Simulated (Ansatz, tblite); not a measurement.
# The cluster SiTe₄: removing and adding an electron

The task here is to estimate one member of a computed series from the others.

Program: Ansatz 0.2.0, Gaussian basis. Level of theory: as each input shows. These are calculated values, not measurements.

Levels to be run: charge +1 doublet, at the geometry of the singlet (PBE0-D4/def2-TZVP, PBE-D4/def2-TZVP, r2SCAN-D4/def2-TZVP, CCSD(T)/def2-SVP); charge -1 doublet, at the geometry of the singlet (PBE0-D4/def2-TZVPD, PBE-D4/def2-TZVPD, r2SCAN-D4/def2-TZVPD); the starting singlet's energies come from earlier runs.

2 further runs of the same task are left out: 2 set aside as unsound or not needed. Runs told in other sessions of the task aren't counted.

### The structure

The singlet was relaxed beforehand with r2SCAN-D4/def2-SVP. At that level it is the lowest of the isomers that a small search found.

5 atoms, charge 0, spin multiplicity 1.

Atoms are counted from 1 here; the program's logs count them from 0.

Bond lengths: Si1–Te3 2.483 Å, Si1–Te4 2.483 Å, Te2–Te4 2.817 Å, Te2–Te5 2.678 Å, Te3–Te5 2.817 Å. Angles: Te3–Si1–Te4 108.8°, Te4–Te2–Te5 95.8°, Si1–Te3–Te5 104.6°, Si1–Te4–Te2 104.6°, Te2–Te5–Te3 95.8°.

Te takes a core potential in the def2 sets. No spin-orbit coupling is included.

Set-up of the first run:

in.yaml reads:

```yaml
crystal:
  periodic: [false, false, false]
  atoms:
    - {symbol: Si, position_ang: [1.611633, -1.397196, -0.396653]}
    - {symbol: Te, position_ang: [-2.188368, 0.385164, -0.354881]}
    - {symbol: Te, position_ang: [1.829682, 1.074585, -0.308213]}
    - {symbol: Te, position_ang: [-0.754546, -2.006771, 0.042512]}
    - {symbol: Te, position_ang: [-0.498391, 1.944218, 1.017224]}
basis:
  gaussian: {orbitals: def2-TZVP}
total_charge: 1
magnetization: {spin_polarized: true, initial_magnetization: 1}
hamiltonian: {xc: pbe0, dispersion: d4}
scf: {omitted_lower_state_checks: [starts]}
output: {orbitals: {seedname: orbitals}}
```

On the command line:

```
$ ansatz run in.yaml --threads 4 --pin off --events-out ev --progress --plain --max-ram 4787MiB
```

Steps of the session up to this table: Charge +1 doublet at the fixed geometry, PBE0-D4/def2-TZVP; Charge +1 doublet at the fixed geometry, PBE-D4/def2-TZVP; Charge +1 doublet at the fixed geometry, r2SCAN-D4/def2-TZVP; Charge +1 doublet at the fixed geometry, CCSD(T)/def2-SVP.

One table of the session follows, with a row left open; its other results are not shown here.

It belongs to the step «Vertical ionisation energy». 

| method | vertical ionisation energy (eV) |
| --- | --- |
| HF/def2-SVP | 7.23 |
| PBE-D4/def2-TZVP | 7.27 |
| r2SCAN-D4/def2-TZVP | ? |
| PBE0-D4/def2-TZVP | 7.51 |
| MP2/def2-SVP | 7.74 |
| CCSD/def2-SVP | 7.43 |
| CCSD(T)/def2-SVP | 7.34 |

Q: Estimate the row for r2SCAN-D4/def2-TZVP from the others.

As computed: vertical ionisation energy (eV): 7.40. In the column «vertical ionisation energy (eV)» it lies between CCSD(T)/def2-SVP (7.34) and CCSD/def2-SVP (7.43).

Limits of these values: The anion's highest level is positive in at least one run, so there the basis alone may hold the extra electron.
